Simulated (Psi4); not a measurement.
# CH2GeN− (SMILES N#[C][GeH2-]) at HSE06/cc-pVDZ

Aim: the vertical singlet–triplet gap of CH2GeN− at HSE06/cc-pVDZ, from 2 runs. 

Program for the calculation: Psi4 1.11.

## 1. The molecule

CH2GeN− has 5 atoms, charge -1, and is taken as a singlet. As SMILES, `N#[C][GeH2-]`. Geometry: a GFN2-xTB relaxation, a rough one for these elements and not checked as a minimum.

Bond lengths: N1–C2 1.158 Å, C2–Ge3 1.974 Å, Ge3–H4 1.680 Å, Ge3–H5 1.680 Å. Angles: N1–C2–Ge3 169.7°, C2–Ge3–H4 88.6°, C2–Ge3–H5 88.8°, H4–Ge3–H5 88.7°.

## 2. Energy and gradient at HSE06/cc-pVDZ

Contents of ch2gen.json:

```json
{
  "schema_name": "qcschema_input",
  "schema_version": 1,
  "molecule": {
    "schema_name": "qcschema_molecule",
    "schema_version": 2,
    "symbols": ["N", "C", "Ge", "H", "H"],
    "geometry": [2.47973642, -2.16713792, 2.47263105, 1.32004929, -1.09063654, 0.95967852, -0.21794211, 0.48076522, -2.05265831, -3.06651527, -0.40521397, -0.96778544, -0.51530942, 3.1822232, -0.41184691],
    "molecular_charge": -1,
    "molecular_multiplicity": 1,
    "fix_symmetry": "c1",
    "fix_com": true,
    "fix_orientation": true
  },
  "driver": "gradient",
  "model": {
    "method": "hse06",
    "basis": "cc-pVDZ"
  },
  "keywords": {
    "reference": "rks",
    "puream": true,
    "e_convergence": 1e-09,
    "d_convergence": 1e-08,
    "scf_type": "pk",
    "dft_radial_points": 99,
    "dft_spherical_points": 590
  }
}
```

Started as:

```sh
$ psi4 --qcschema ch2gen.json -n 1 --memory 1600MB
```

stdout (excerpt; [...] marks lines left out):

```text
[...]
  Running in c1 symmetry.
[...]
  Nuclear repulsion =  133.588053876075634
[...]
  Multiplicity = 1
[...]
  Nalpha       = 24
  Nbeta        = 24
[...]
    Number of basis functions: 65
[...]
   @RKS iter   1: -2169.77040386396038   -3.21614e+00   1.90305e-02 DIIS/ADIIS
[...]
   @RKS iter  12: -2170.68089011399343    1.81899e-12   1.03629e-09 DIIS
[...]
    Orbital Energies [Eh]
    ---------------------
    Doubly Occupied:
       1A   -398.907466     2A    -49.716475     3A    -44.191242
       4A    -44.190942     5A    -44.190151     6A    -14.165560
       7A    -10.037053     8A     -6.063172     9A     -4.215879
      10A     -4.213935    11A     -4.210755    12A     -1.005743
      13A     -1.003870    14A     -1.001449    15A     -1.000448
      16A     -0.998530    17A     -0.702305    18A     -0.356443
      19A     -0.200112    20A     -0.146895    21A     -0.146600
      22A     -0.123209    23A     -0.084731    24A     -0.023056
[...]
  @RKS Final Energy: -2170.68089011399343
   => Energetics <=
    Nuclear Repulsion Energy =            133.5880538760756338
    One-Electron Energy =               -3297.2377651806218637
    Two-Electron Energy =                1063.0473860374684136
    DFT Exchange-Correlation Energy =     -70.0785648469161373
    Empirical Dispersion Energy =           0.0000000000000000
    VV10 Nonlocal Energy =                  0.0000000000000000
    Total Energy =                      -2170.6808901139934278
[...]
 Multipole Moments:
 ------------------------------------------------------------------------------------
     Multipole            Electronic (a.u.)      Nuclear  (a.u.)        Total (a.u.)
 ------------------------------------------------------------------------------------
 L = 1.  Multiply by 2.5417464519 to convert [e a0] to [Debye]
 Dipole X            :        -15.2628507           14.7224785           -0.5403723
 Dipole Y            :          3.9267120           -3.5522884            0.3744236
 Dipole Z            :         44.0825068          -43.9982098            0.0842970
 Magnitude           :                                                    0.6627980
[...]
  -Total Gradient:
     Atom            X                  Y                   Z
    ------   -----------------  -----------------  -----------------
       1       -0.013787386139     0.013246457957    -0.021426551671
       2        0.003809122707    -0.004727171777     0.012343418739
       3        0.022586194632    -0.014633536479    -0.009452236056
       4       -0.010645407302    -0.003123647317     0.008376868236
       5       -0.001979460785     0.009245370120     0.010200806087
[...]
```

The result, in JSON:

```text
{
 "driver": "gradient",
 "model": {
  "method": "hse06",
  "basis": "cc-pVDZ"
 },
 "success": true,
 "return_result": [-0.013787386138989444, 0.013246457956791746, -0.021426551671320737, 0.0038091227071929135, -0.004727171776539474, 0.012343418739476364, 0.02258619463242097, -0.014633536479145897, -0.009452236055735586, -0.010645407302067339, -0.003123647316927179, 0.008376868235701183, -0.001979460784909199, 0.009245370119890711, 0.010200806087072467],
 "properties": {
  "calcinfo_nbasis": 65,
  "calcinfo_nmo": 65,
  "calcinfo_nalpha": 24,
  "calcinfo_nbeta": 24,
  "calcinfo_natom": 5,
  "nuclear_repulsion_energy": 133.58805387607563,
  "return_energy": -2170.6808901139934,
  "return_gradient": [-0.013787386138989444, 0.013246457956791746, -0.021426551671320737, 0.0038091227071929135, -0.004727171776539474, 0.012343418739476364, 0.02258619463242097, -0.014633536479145897, -0.009452236055735586, -0.010645407302067339, -0.003123647316927179, 0.008376868235701183, -0.001979460784909199, 0.009245370119890711, 0.010200806087072467],
  "scf_one_electron_energy": -3297.237765180622,
  "scf_two_electron_energy": 1063.0473860374684,
  "scf_xc_energy": -70.07856484691614,
  "scf_dipole_moment": [-0.5403722597745055, 0.3744236342838998, 0.08429697663527236],
  "scf_total_energy": -2170.6808901139934,
  "scf_total_gradient": [-0.013787386138989444, 0.013246457956791746, -0.021426551671320737, 0.0038091227071929135, -0.004727171776539474, 0.012343418739476364, 0.02258619463242097, -0.014633536479145897, -0.009452236055735586, -0.010645407302067339, -0.003123647316927179, 0.008376868235701183, -0.001979460784909199, 0.009245370119890711, 0.010200806087072467],
  "scf_iterations": 12
 }
}
```

Wall time 2.1 min (1 thread of Intel Xeon Platinum 8259CL at 2.50GHz (Skylake/Cascade Lake), shared host); peak memory 0.94 GiB.

## 3. The triplet: the energy at UHSE06/cc-pVDZ

Contents of input.inp:

```
memory 1600 MB

molecule {
  -1 3
  N      1.312220    -1.146800     1.308460
  C      0.698540    -0.577140     0.507840
  Ge    -0.115330     0.254410    -1.086220
  H     -1.622730    -0.214430    -0.512130
  H     -0.272690     1.683960    -0.217940
  symmetry c1
}

set basis cc-pVDZ
set reference uks
set puream true
set e_convergence 1e-09
set d_convergence 1e-08
set scf_type pk
set dft_radial_points 99
set dft_spherical_points 590
set maxiter 200

E, wfn = energy("hse06", return_wfn=True)
oeprop(wfn, "QUADRUPOLE", "MULLIKEN_CHARGES", "DIPOLE")
print_variables()
```

Started as:

```sh
$ psi4 -i input.inp -o input.out -n 1
```

input.out (excerpt; [...] marks lines left out):

```text
[...]
  Running in c1 symmetry.
[...]
  Nuclear repulsion =  133.588053856603636
[...]
  Multiplicity = 3
[...]
  Nalpha       = 25
  Nbeta        = 23
[...]
    Number of basis functions: 65
[...]
   @UKS iter   1: -2169.59598489986456   -3.04172e+00   1.88672e-02 ADIIS/DIIS
[...]
   @UKS iter  20: -2170.51532753052970   -9.09495e-13   4.97352e-09 DIIS
[...]
   @S^2 Observed:                2.006648504E+00
[...]
  @UKS Final Energy: -2170.51532753052970
   => Energetics <=
    Nuclear Repulsion Energy =            133.5880538566036364
    One-Electron Energy =               -3296.0086394971008303
    Two-Electron Energy =                1061.9775057479259885
    DFT Exchange-Correlation Energy =     -70.0722476379581991
    Empirical Dispersion Energy =           0.0000000000000000
    VV10 Nonlocal Energy =                  0.0000000000000000
    Total Energy =                      -2170.5153275305297029
[...]
 Multipole Moments:
 ------------------------------------------------------------------------------------
     Multipole            Electronic (a.u.)      Nuclear  (a.u.)        Total (a.u.)
 ------------------------------------------------------------------------------------
 L = 1.  Multiply by 2.5417464519 to convert [e a0] to [Debye]
 Dipole X            :         -0.6552522            0.5016064           -0.1536457
 Dipole Y            :          1.4860131           -1.2023966            0.2836165
 Dipole Z            :         -6.4090061            5.3277568           -1.0812493
 Magnitude           :                                                    1.1283375
 L = 2.  Multiply by 1.3450342976 to convert [e a0^2] to [Debye ang]
 Quadrupole XX       :        -90.4795785           60.0814720          -30.3981065
 Quadrupole XY       :         52.1347823          -48.9059408            3.2288415
[...]
  Mulliken Charges: (a.u.)
   Center  Symbol    Alpha    Beta     Spin     Total
       1     N     3.69751  3.54284  0.15467 -0.24035
       2     C     3.11255  3.06694  0.04561 -0.17949
       3    GE    16.83931 15.42810  1.41121 -0.26741
       4     H     0.67511  0.48123  0.19388 -0.15634
       5     H     0.67552  0.48089  0.19463 -0.15641
   Total alpha = 25.00000, Total beta = 23.00000, Total charge = -1.00000
  Variable Map:
  ----------------------------------------------------------------------------
  "CURRENT ENERGY"              =>   -2170.515327530530
[...]
```

Run time: 91 s. Hardware: 1 thread of Intel Xeon Platinum 8259CL at 2.50GHz (Skylake/Cascade Lake), shared host; peak memory 0.95 GiB.

## 4. What came out

At HSE06/cc-pVDZ:

```
                                                      quantity           value
                                         singlet: total energy  -2170.68089 Eh
                                          singlet: HOMO energy        -0.63 eV
                                          singlet: LUMO energy         5.20 eV
singlet: HOMO–LUMO gap (to an unbound level, set by the basis)         5.83 eV
                             singlet: largest force on an atom      1.477 eV/Å
                                         triplet: total energy  -2170.51533 Eh
                   triplet: HOMO energy (highest over α and β)         3.60 eV
                                                 triplet: ⟨S²⟩           2.007
              vertical energy of the triplet above the singlet        4.505 eV
```

**Reading.** At this shape the triplet lies 4.51 eV (435 kJ/mol) above the singlet. For an anion a state so high probably lies above electron detachment. The largest force (singlet) is 1.48 eV/Å: the shape isn't a stationary point for this species at this level. Mulliken charges (triplet) run from -0.27 on Ge3 to -0.16 on H4. The HOMO (triplet) lies at positive energy, 3.60 eV; only total energies tell whether the electron is bound.
